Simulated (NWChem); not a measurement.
# KOH (SMILES [OH][K]) at CAM-B3LYP/aug-pcseg-1

What is the electronic atomisation energy of KOH at CAM-B3LYP/aug-pcseg-1? 

Program for the calculation: NWChem 7.3.0.

1 further run of the same task is left out (it didn't finish).

### 1 The molecule

KOH has 3 atoms, charge 0, and is taken as a singlet. SMILES: `[OH][K]`. The coordinates come from a PBE0-D4/def2-TZVP relaxation.

Bond lengths: O1–K2 2.210 Å, O1–H3 0.955 Å. Angles: K2–O1–H3 180.0°.

### 2 A single-point energy at CAM-B3LYP/aug-pcseg-1 (run 1)

The input, mol.xyz:

```xyz
3

O     -0.368800     0.046800    -0.196900
K      1.559600    -0.315600     0.819400
H     -1.201800     0.204000    -0.635700
```

The input, mol.nw:

```
start mol
memory total 2200 mb
geometry noautosym nocenter noautoz
  load format xyz mol.xyz
end
basis "ao basis" spherical bse
  * library aug-pcseg-1
end
dft
  xc xcamb88 1.00 lyp 0.81 vwn_5 0.19 hfexch 1.00
  cam 0.33 cam_alpha 0.19 cam_beta 0.46
  grid fine
  convergence energy 1e-08
  direct
  iterations 100
  mulliken
  noprint "final vectors analysis"
end
task dft
```

On the command line:

```sh
$ nwchem mol.nw > mol.out
```

Log:

```text
[...]
          Wavefunction type:  closed shell.
          No. of atoms     :     3
          No. of electrons :    28
[...]
          Charge           :     0
          Spin multiplicity:     1
[...]
          AO basis - number of functions:    65
[...]
              XC Information
              --------------
                     Hartree-Fock (Exact) Exchange  1.000
                   CAM-Becke88 Exchange Functional  1.000
                      VWN V Correlation Functional  0.190 local
              Lee-Yang-Parr Correlation Functional  0.810
[...]
 d= 0,ls=0.0,diis     1   -675.5712285892 -7.20D+02  2.63D-02  1.12D+00     1.0
[...]
 d= 0,ls=0.5,diis    22   -675.7015604687 -5.14D-09  1.10D-06  4.82D-09    18.9
         Total DFT energy =     -675.701560470948
      One electron energy =    -1018.360385027507
           Coulomb energy =      341.146091114225
    Exchange-Corr. energy =      -42.500042637461
 Nuclear repulsion energy =       44.012776079796
[...]
      Total Density - Mulliken Population Analysis
     ---------------------------------------------
    Atom       Charge   Shell Charges
 -----------   ------   -------------------------------------------------------
    1 O    8     8.93   2.00  0.89  0.89  0.06  2.91  1.93  0.27  0.01 -0.03
    2 K   19    18.20   2.00  2.00  2.00  0.02 -0.01  0.00  6.00  6.00  0.05  0.00  0.05  0.08  0.01
    3 H    1     0.88   0.73  0.00 -0.02  0.05  0.11
[...]
```

Run time: 20 s. Hardware: 1 thread of AMD EPYC 9R45 (Zen 5), shared host; peak memory 0.11 GiB.

### 3 The H atom (run 2)

The input, m1.nw:

```
start m1
title "H"
memory total 2200 mb
charge 0

geometry units au noautosym nocenter noautoz
   H   0.00000000  0.00000000  0.00000000
end

basis "ao basis" spherical bse
   * library aug-pcseg-1
end

dft
   xc xcamb88 1.00 lyp 0.81 vwn_5 0.19 hfexch 1.00
   cam 0.33 cam_alpha 0.19 cam_beta 0.46
   mult 2
   grid fine
   convergence energy 1e-08
   direct
   maxiter 100
   mulliken
   print low
end

task dft energy
```

Run the same way, it converges to -0.49825 Eh (log not shown).

Run 3 isn't shown in full; the table further down has it.

### 4 The O atom, same level (run 4)

The input, mol.nw:

```
START mol
TITLE "O"
memory stack 880 mb heap 220 mb global 1100 mb
charge 0
GEOMETRY units angstrom noautosym nocenter noautoz
   O     0.000000    0.000000    0.000000
END
BASIS spherical bse
   O library aug-pcseg-1
END
DFT
   xc xcamb88 1.00 lyp 0.81 vwn_5 0.19 hfexch 1.00
   cam 0.33 cam_alpha 0.19 cam_beta 0.46
   mult 3
   grid fine
   convergence energy 1e-08
   direct
   maxiter 100
   mulliken
   print low
END
TASK dft energy
```

Run the same way, it converges to -75.03190 Eh (log not shown).

### 5 The series

| run | level | partner | energy (Eh) | wall time |
| --- | --- | --- | --- | --- |
| 1 | CAM-B3LYP/aug-pcseg-1 | base | -675.701560 | 20 s |
| 2 | UCAM-B3LYP/aug-pcseg-1 | atoms | -0.498251 | 0.6 s |
| 3 | UCAM-B3LYP/aug-pcseg-1 | atoms | -599.867594 | 1.4 s |
| 4 | UCAM-B3LYP/aug-pcseg-1 | atoms | -75.031897 | 0.76 s |

### 6 Outcome

At CAM-B3LYP/aug-pcseg-1:

| quantity | value |
| --- | --- |
| O atom: total energy | -75.03190 Eh |
| O atom: ⟨S²⟩ | 2.004 |
| electronic atomisation energy | 8.267 eV |

**Reading.** Taking the molecule apart into free atoms costs 8.27 eV (191 kcal/mol), before zero-point energy and without spin-orbit coupling. All runs together took 23 s, the longest 20 s.
